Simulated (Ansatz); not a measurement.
# ZrF+ (triplet): from Hartree-Fock to the top rungs, def2-QZVPP

The task here is to estimate one member of a computed series from the others.

Computed with Ansatz 0.2.0, Gaussian basis. Level: def2-QZVPP, core rule «outside noble gas», up to 5 orbitals frozen.

To be run: UHF; ROHF; CCSD(T) on UHF.

2 further runs of the same task are left out: 2 set aside as unsound or not needed.

## What is computed

The geometry is a PBE0/def2-TZVP stationary point (not a proven minimum) of the parent state, kept for this charge and spin. No spin-orbit coupling is included. Elements past krypton take def2 core potentials.

2 atoms, charge 1, spin multiplicity 3.

Atoms are counted from 1 here; the program's logs count them from 0.

Bond lengths: Zr1–F2 1.828 Å.

Set-up of the first run:

Input file in.yaml:

```yaml
crystal:
  periodic: [false, false, false]
  atoms:
    - {symbol: Zr, position_ang: [0.000000, 0.000000, 0.000000]}
    - {symbol: F, position_ang: [0.000000, 0.000000, 1.828200]}
basis:
  gaussian: {orbitals: "def2-QZVPP.json"}
total_charge: 1
magnetization: {spin_polarized: true, initial_magnetization: 2}
hamiltonian: {xc: hf}
output: {orbitals: {seedname: orbitals}}
```

Launch:

```sh
$ ansatz run in.yaml --threads 1 --pin off --events-out ev --progress --plain --max-ram 4096MiB --backend cpu
```

Among the steps run: UHF; ROHF; CCSD(T) on UHF.

One of the session's tables, all rows but one given; the rest of the session is left out.

It belongs to the step «Misses and costs». 

```
  method  from UCCSD(T) (kJ/mol)
    ROHF                  +885.5
     UHF                  +874.9
    UMP2                   +21.5
   UCCSD                       ?
UCCSD(T)                       0
```

Estimate the missing values for UCCSD.

The run gave: from UCCSD(T) (kJ/mol): +34.2. In the column «from UCCSD(T) (kJ/mol)» it lies between UMP2 (+21.5) and UHF (+874.9).
